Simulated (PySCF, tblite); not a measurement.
**C₆H₉BN₂: geometry, infrared bands and NMR shifts**

Aim: predict the infrared bands and NMR shifts of C₆H₉BN₂ (`C=C/C=C\B(C#N)NC`).

Programs: tblite 0.8.0 and PySCF 2.14.0, with density-fitted response routines of our own. Each step states its level of theory. These are calculated values for one molecule in the gas phase, unless marked as measured. Atoms are numbered from 0 throughout.

### 1 Starting geometry

18 atoms, charge 0, multiplicity 1; geometry from: force field or distance geometry start.

Bonds of the start (Å): C0–C1 1.34, C1–C2 1.46, C2–C3 1.31, C3–B4 1.56, B4–C5 1.55, C5–N6 1.15, B4–N7 1.50, N7–C8 1.44, C0–H9 1.08, C0–H10 1.07, C1–H11 1.10, C2–H12 1.10, C3–H13 1.08, N7–H14 1.04, C8–H15 1.11, C8–H16 1.11, C8–H17 1.09.

### 2 Optimising the geometry with GFN2-xTB

The job: settings as JSON, then the geometry in Å.

```
{"job": {"kind": "relax", "xc": "GFN2-xTB", "basis": "xTB"}, "charge": 0, "multiplicity": 1}
C      3.119400    -0.418200    -0.698700
C      1.830000    -0.442900    -0.323400
C      1.432100     0.587300     0.627700
C      0.218700     0.728900     1.102800
B     -0.890700    -0.285600     0.694000
C     -0.711600    -1.808000     0.910600
N     -0.582800    -2.941700     1.063600
N     -2.279900     0.169300     0.350800
C     -2.436000     0.643400    -0.994700
H      3.804100     0.329800    -0.337800
H      3.412000    -1.184100    -1.392300
H      1.138700    -1.213900    -0.682400
H      2.166100     1.329300     0.966600
H     -0.009100     1.521100     1.804600
H     -2.739300     0.770500     1.068200
H     -1.504100     0.547000    -1.595900
H     -3.187200    -0.001600    -1.492500
H     -2.789100     1.675800    -1.082900
```

Launch:

```
OMP_NUM_THREADS=1 python probes_run.py task.json out
```

The driver reads the jobs from task.json and runs them one after another.

**Question.** This job is followed by: GFN2-xTB harmonic vibrations, gas phase; GIAO PBE0/pcSseg-1 NMR shielding, non-relativistic, gas phase. Predict these results of the whole session: strongest single infrared mode (GFN2-xTB); zero-point energy (GFN2-xTB); ¹³C shifts against TMS (PBE0/pcSseg-1); ¹H shifts against TMS (PBE0/pcSseg-1, means over atoms taken as alike); ¹¹B shifts against BF3·OEt2 (PBE0/pcSseg-1); ¹⁵N shifts against NH3 (PBE0/pcSseg-1).

**Answer**, as computed:

| quantity | value |
| --- | --- |
| strongest single infrared mode (GFN2-xTB) | 1459 cm⁻¹, 127 km/mol |
| zero-point energy (GFN2-xTB) | 88.3 kcal/mol |
| ¹³C shifts against TMS (PBE0/pcSseg-1) | 160.4, 144.5, 135.6, 131.8, 131.1, 36.2 ppm |
| ¹H shifts against TMS (PBE0/pcSseg-1, means over atoms taken as alike) | 8.58, 7.08, 5.83, 5.73, 5.73, 4.33, 3.38 ppm |
| ¹¹B shifts against BF3·OEt2 (PBE0/pcSseg-1) | 21.3 ppm |
| ¹⁵N shifts against NH3 (PBE0/pcSseg-1) | 362.8, 136.9 ppm |

What this shows: The optimisation took 206 steps and gained 1.650 eV; among the close pairs (by a distance rule), B4–N7 changed most, from 1.502 to 1.387 Å. All 48 modes are real, so the xTB geometry is a minimum. The strongest single mode, at 1459 cm⁻¹, is spread over several atoms, N7, B4, H15, H17 among them. GFN2-xTB is a fitted tight-binding method: band positions and strengths are rough. Its intensities can rank the bands wrongly. At PBE0/pcSseg-1: The largest span, 504 ppm, is at N6, where the paramagnetic term is -435 ppm.
